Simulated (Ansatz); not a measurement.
# BGeH (singlet): wave-function methods side by side at angle Ge1–B2–H3 = 120.4°, cc-pVTZ

One table from this session's results is given with a row withheld; the runs are named, their logs left out.

Computed with Ansatz 0.2.0, Gaussian basis. Level: cc-pVTZ, core rule «outside noble gas», up to 15 orbitals frozen.

To be run: UHF; CCSD(T) on RHF; CCSD(T) on UHF; BCCD(T) on RHF; CISD; CCSDT(Q) on RHF; CASSCF and NEVPT2, 8 electrons in 9 orbitals.

19 further runs of the same task are left out: 13 that didn't finish, 6 set aside as unsound or not needed.

## The geometry

The geometry derives from a PBE0/def2-TZVP stationary point (not a proven minimum). One angle is set to the value named; bond lengths are kept. No spin-orbit coupling is included. The filled d shell of Ge may be among the frozen orbitals whatever the setting's name suggests; the logs give the count.

3 atoms, charge 0, spin multiplicity 1.

Atoms are counted from 1 here; the program's logs count them from 0.

Bond lengths: Ge1–B2 1.963 Å, B2–H3 1.188 Å. Angles: Ge1–B2–H3 120.4°.

Set-up of the first run:

The input, in.yaml:

```yaml
crystal:
  periodic: [false, false, false]
  atoms:
    - {symbol: Ge, position_ang: [0.129459, 0.000000, 0.250650]}
    - {symbol: B, position_ang: [-0.846007, 0.000000, -1.452608]}
    - {symbol: H, position_ang: [-0.255677, 0.000000, -2.483383]}
basis:
  gaussian: {orbitals: cc-pVTZ}
magnetization: {spin_polarized: true, initial_magnetization: 0}
hamiltonian: {xc: hf}
output: {orbitals: {seedname: orbitals}}
```

The run is started by

```console
$ ansatz run in.yaml --threads 1 --pin off --events-out ev --progress --plain --max-ram 2393MiB
```

Steps of the session up to this table: UHF; CCSD(T) on RHF; CCSD(T) on UHF; BCCD(T) on RHF; CISD; CCSDT(Q) on RHF; CASSCF and NEVPT2, 8 electrons in 9 orbitals.

One table of the session follows, with a row left open; its other results are not shown here.

| method | from RCCSDT(Q) (kJ/mol) |
| --- | --- |
| RHF | +588.8 |
| RMP2 | +125.7 |
| UMP2 | +89.7 |
| CISD | +90.5 |
| RCCSD | +45.3 |
| UCCSD | +4.4 |
| RCCSD(T) | +12.8 |
| UCCSD(T) | -23.4 |
| BCCD(T) | +13.0 |
| RCCSDT | +5.8 |
| RCCSDT(Q) | 0 |
| CASSCF valence | ? |
| NEVPT2 valence | +88.7 |

Estimate the missing values for CASSCF valence.

As computed: from RCCSDT(Q) (kJ/mol): +326.0. In the column «from RCCSDT(Q) (kJ/mol)» it lies between RMP2 (+125.7) and RHF (+588.8).

Left out of the table: UHF (another determinant or state than the rows shown).

Caveats from the session: The determinant is far from a pure spin state, so its energy mixes those of several spin states (harmless only where they are near-degenerate, as at dissociation). The program flags UCCSD(T) as in doubt, so those rows may rest on another solution; read them beside their warnings. Warnings: restricted reference is unstable; spin contamination; coupled cluster took another determinant than the lowest; large T1 diagnostic. Restricted and unrestricted rows rest on different reference determinants; where their highest levels disagree by more than a few hundredths of an eV, they describe different states and don't form one ladder.
